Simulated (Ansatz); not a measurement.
# CHGeN+ (doublet): wave-function methods side by side, cc-pVDZ

How much of the correlation energy of CHGeN+ (doublet) does each wave-function method recover here?

Method: cc-pVDZ, core rule «outside noble gas», up to 16 orbitals frozen; program: Ansatz 0.2.0, Gaussian basis.

The runs, in order: UHF; CCSD(T) on ROHF; CCSD(T) on UHF; BCCD(T) on ROHF; CISD as a restricted active space (open shells left free, so some higher excitations enter); CCSDT(Q) on ROHF; CCSDT(Q) on UHF; CASSCF and MRCISD+Q, 9 electrons in 9 orbitals; CASSCF and NEVPT2, 9 electrons in 9 orbitals.

14 further runs of the same task are left out: 5 that didn't finish, 9 set aside as unsound or not needed. Runs told in other sessions of the task aren't counted.

### Step 1. The system

The geometry is a PBE0/def2-TZVP stationary point (not a proven minimum) of the parent state, kept for this charge and spin. No spin-orbit coupling is included. The filled d shell of Ge may be among the frozen orbitals whatever the setting's name suggests.

4 atoms, charge 1, spin multiplicity 2.

Atoms are counted from 1 here; the program's logs count them from 0.

Bond lengths: C1–N2 1.176 Å, N2–Ge3 1.876 Å, Ge3–H4 1.594 Å. Angles: C1–N2–Ge3 169.3°, N2–Ge3–H4 92.2°.

### Step 2. UHF

Input file in.yaml:

```yaml
crystal:
  periodic: [false, false, false]
  atoms:
    - {symbol: C, position_ang: [0.000000, -0.025393, 2.411996]}
    - {symbol: N, position_ang: [0.000000, 0.104738, 1.243296]}
    - {symbol: Ge, position_ang: [0.000000, -0.037454, -0.627336]}
    - {symbol: H, position_ang: [0.000000, 1.546360, -0.808140]}
basis:
  gaussian: {orbitals: cc-pVDZ}
total_charge: 1
magnetization: {spin_polarized: true, initial_magnetization: 1}
hamiltonian: {xc: hf}
output: {orbitals: {seedname: orbitals}}
```

Run with:

```
$ ansatz run in.yaml --threads 1 --pin off --events-out ev --progress --plain --max-ram 2393MiB
```

The runs that follow: CCSD(T) on ROHF; CCSD(T) on UHF; BCCD(T) on ROHF; CISD as a restricted active space (open shells left free, so some higher excitations enter); CCSDT(Q) on ROHF; CCSDT(Q) on UHF; CASSCF and MRCISD+Q, 9 electrons in 9 orbitals; CASSCF and NEVPT2, 9 electrons in 9 orbitals.

Q: Predict the results of all the runs planned. Wanted: UCCSDT(Q) from the RHF energy; RMP2 from UCCSDT(Q); UMP2 from UCCSDT(Q); RCCSD from UCCSDT(Q); RCCSD(T) from UCCSDT(Q); UCCSD(T) from UCCSDT(Q); RCCSDT(Q) from UCCSDT(Q); T1 diagnostic.

The runs gave:

| quantity | value |
| --- | --- |
| UCCSDT(Q) from the ROHF energy | -9.7983 eV |
| RMP2 from UCCSDT(Q) | +1214.4 meV |
| UMP2 from UCCSDT(Q) | +1203.3 meV |
| RCCSD from UCCSDT(Q) | +516.2 meV |
| RCCSD(T) from UCCSDT(Q) | +81.5 meV |
| UCCSD(T) from UCCSDT(Q) | +79.6 meV |
| RCCSDT(Q) from UCCSDT(Q) | +9.9 meV |
| levels within 1 kcal/mol (43 meV) | RCCSDT(Q) |
| T1 diagnostic | 0.034 |

RCCSD(T) misses by +81.5 meV, 0.8 % of the correlation energy. These misses are within one basis, not against nature; the frozen cores of restricted and unrestricted runs differ, which can shift their rows.
